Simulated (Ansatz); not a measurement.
**FH₅O₃Si₂: a ladder of functionals and wavefunction methods**

One table from this session's results is given with a row withheld; the runs are named, their logs left out.

The runs use Ansatz 0.2.0, Gaussian basis; functionals in def2-TZVPP, the program's frozen cores in correlated methods.

Levels to be run: LDA (SPW92), PBE-D4, revPBE-D4, BLYP-D4, r2SCAN-D4, B97M-V, PBE0-D4, B3LYP-D4, r2SCANh-D4, r2SCAN0-D4, HSE06-D4, BHLYP-D4, CAM-B3LYP-D4, LC-ωPBE, ωB97X-V, ωB97M-V, B2PLYP, PBE-QIDH; CCSD(T)/def2-SVP; CCSD(T)/def2-TZVPP; MP2/def2-QZVPP; extrapolation to the limit; RPA on PBE.

## The relaxed structure

All runs share one geometry, relaxed beforehand with PBE0-D4 in a triple-zeta def2 set.

SMILES `O[SiH](O)O[SiH2]F`, 11 atoms, charge 0, spin multiplicity 1.

Atoms are counted from 1 here; the program's logs count them from 0.

Bond lengths: O1–Si2 1.629 Å, O1–H7 0.959 Å, Si2–O3 1.638 Å, Si2–O4 1.625 Å, Si2–H8 1.472 Å, O3–H9 0.958 Å, O4–Si5 1.620 Å, Si5–F6 1.592 Å, Si5–H10 1.478 Å, Si5–H11 1.479 Å. Angles: Si2–O1–H7 118.7°, O1–Si2–O3 113.3°, O1–Si2–O4 110.9°, O1–Si2–H8 105.1°, O3–Si2–O4 104.3°, O3–Si2–H8 112.1°, O4–Si2–H8 111.3°, Si2–O3–H9 117.9°, Si2–O4–Si5 148.0°, O4–Si5–F6 107.7°, O4–Si5–H10 110.1°, O4–Si5–H11 111.0°, F6–Si5–H10 107.3°, F6–Si5–H11 107.6°, H10–Si5–H11 112.9°.

Set-up of the first run:

File in.yaml:

```yaml
crystal:
  periodic: [false, false, false]
  atoms:
    - {symbol: O, position_ang: [-1.717766, -1.065928, 1.356022]}
    - {symbol: Si, position_ang: [-0.231460, -0.901812, 0.710570]}
    - {symbol: O, position_ang: [0.820164, -0.121857, 1.694354]}
    - {symbol: O, position_ang: [-0.280341, 0.013893, -0.630461]}
    - {symbol: Si, position_ang: [0.484991, 1.045441, -1.617896]}
    - {symbol: F, position_ang: [-0.056854, 0.796343, -3.093752]}
    - {symbol: H, position_ang: [-2.238324, -0.277853, 1.519967]}
    - {symbol: H, position_ang: [0.207054, -2.273920, 0.406047]}
    - {symbol: H, position_ang: [0.988507, -0.497351, 2.559528]}
    - {symbol: H, position_ang: [0.148678, 2.438318, -1.255856]}
    - {symbol: H, position_ang: [1.940852, 0.787825, -1.627824]}
basis:
  gaussian: {orbitals: def2-TZVPP}
hamiltonian: {xc: lda}
output: {orbitals: {seedname: orbitals}}
```

Steps of the session up to this table: LDA; PBE-D4 (GGA); revPBE-D4 (GGA); BLYP-D4 (GGA); r2SCAN-D4 (meta-GGA); B97M-V (meta-GGA); PBE0-D4 (hybrid); B3LYP-D4 (hybrid); r2SCANh-D4 (hybrid); r2SCAN0-D4 (hybrid); HSE06-D4 (hybrid); BHLYP-D4 (hybrid); CAM-B3LYP-D4 (range-separated); LC-ωPBE-D4 (range-separated; the results give it without D4); ωB97X-V (range-separated); ωB97M-V (range-separated); B2PLYP (double hybrid); PBE-QIDH (double hybrid).

One table of the session follows, with a row left open; its other results are not shown here.

It belongs to the step «Frontier levels by functional». 

```
  functional  HOMO (eV)  LUMO (eV)  gap (eV)
 LDA (SPW92)      -7.62      -0.60      7.02
      PBE-D4      -7.54      -0.40      7.14
   revPBE-D4      -7.49      -0.31      7.19
     BLYP-D4      -7.47      -0.42      7.05
   r2SCAN-D4          ?          ?         ?
      B97M-V      -8.01      -0.20      7.81
     PBE0-D4      -9.03       0.47      9.50
    B3LYP-D4      -8.83       0.11      8.94
  r2SCANh-D4      -8.46       0.46      8.93
  r2SCAN0-D4      -9.28       0.85     10.13
    HSE06-D4      -8.62       0.10      8.72
    BHLYP-D4     -10.47       1.12     11.59
CAM-B3LYP-D4     -10.48       1.25     11.73
     LC-ωPBE     -11.82       2.58     14.39
     ωB97X-V     -11.49       2.37     13.86
     ωB97M-V     -11.32       1.92     13.24
```

Estimate the missing values for r2SCAN-D4.

Worked estimate for «HOMO (eV)». Against the share of exact exchange, r2SCANh-D4 (0.1, -8.46), r2SCAN0-D4 (0.25, -9.28) give a slope of -5.47 per unit share; at 0 the line stands at -7.91.

The run gave: HOMO (eV): -7.92; LUMO (eV): 0.19; gap (eV): 8.11. In «HOMO (eV)» the line misses by +0.01.
